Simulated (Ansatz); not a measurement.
# C2H5BBrCl: the cost of one run

The runs use Ansatz 0.2.0, Gaussian basis; functionals in def2-TZVPP, the program's frozen cores in correlated methods.

Plan: PBE-D4, r2SCAN-D4, PBE0-D4, B3LYP-D4, ωB97X-V, ωB97M-V, B2PLYP; CCSD(T)/def2-TZVPP; MP2/def2-QZVPP; extrapolation to the limit.

**1. The relaxed structure**

An earlier PBE0-D4 in a triple-zeta def2 set relaxation fixed the geometry.

10 atoms, charge 0, spin multiplicity 1.

Atoms are counted from 1 here; the program's logs count them from 0.

Bond lengths: B1–C2 1.555 Å, B1–Br5 2.243 Å, B1–H6 1.194 Å, B1–H7 1.190 Å, C2–C3 1.494 Å, C2–Cl4 1.742 Å, C2–Br5 2.089 Å, C3–H8 1.090 Å, C3–H9 1.090 Å, C3–H10 1.094 Å. Angles: C2–B1–Br5 63.7°, C2–B1–H6 116.9°, C2–B1–H7 119.4°, Br5–B1–H6 106.0°, Br5–B1–H7 107.5°, H6–B1–H7 122.6°, B1–C2–C3 123.9°, B1–C2–Cl4 119.0°, B1–C2–Br5 74.3°, C3–C2–Cl4 112.1°, C3–C2–Br5 108.9°, Cl4–C2–Br5 109.9°, C2–C3–H8 110.2°, C2–C3–H9 112.3°, C2–C3–H10 107.3°, H8–C3–H9 110.1°, H8–C3–H10 108.7°, H9–C3–H10 108.1° and more.

**2. PBE-D4 (GGA)**

in.yaml

```yaml
crystal:
  periodic: [false, false, false]
  atoms:
    - {symbol: B, position_ang: [-1.048761, 0.914472, 0.420981]}
    - {symbol: C, position_ang: [0.259428, 0.074224, 0.374646]}
    - {symbol: C, position_ang: [0.492015, -1.052653, -0.578735]}
    - {symbol: Cl, position_ang: [1.214856, -0.083672, 1.822542]}
    - {symbol: Br, position_ang: [0.711672, 1.874398, -0.583325]}
    - {symbol: H, position_ang: [-1.850762, 0.713898, -0.440793]}
    - {symbol: H, position_ang: [-1.298256, 1.554433, 1.392860]}
    - {symbol: H, position_ang: [-0.055280, -0.881220, -1.505217]}
    - {symbol: H, position_ang: [1.550793, -1.202399, -0.792067]}
    - {symbol: H, position_ang: [0.107395, -1.962679, -0.107794]}
basis:
  gaussian: {orbitals: def2-TZVPP}
hamiltonian: {xc: pbe, dispersion: d4}
output: {forces: true, orbitals: {seedname: orbitals}}
```

Launch:

```
$ ansatz run in.yaml --threads 4 --pin off --events-out ev --progress --plain --max-ram 10444MiB
```

**Question.** How long does this run take on 4 threads of Arm Neoverse V2, shared host, and how much memory does it need?

About 3.1 s, with a peak of 0.37 GiB.
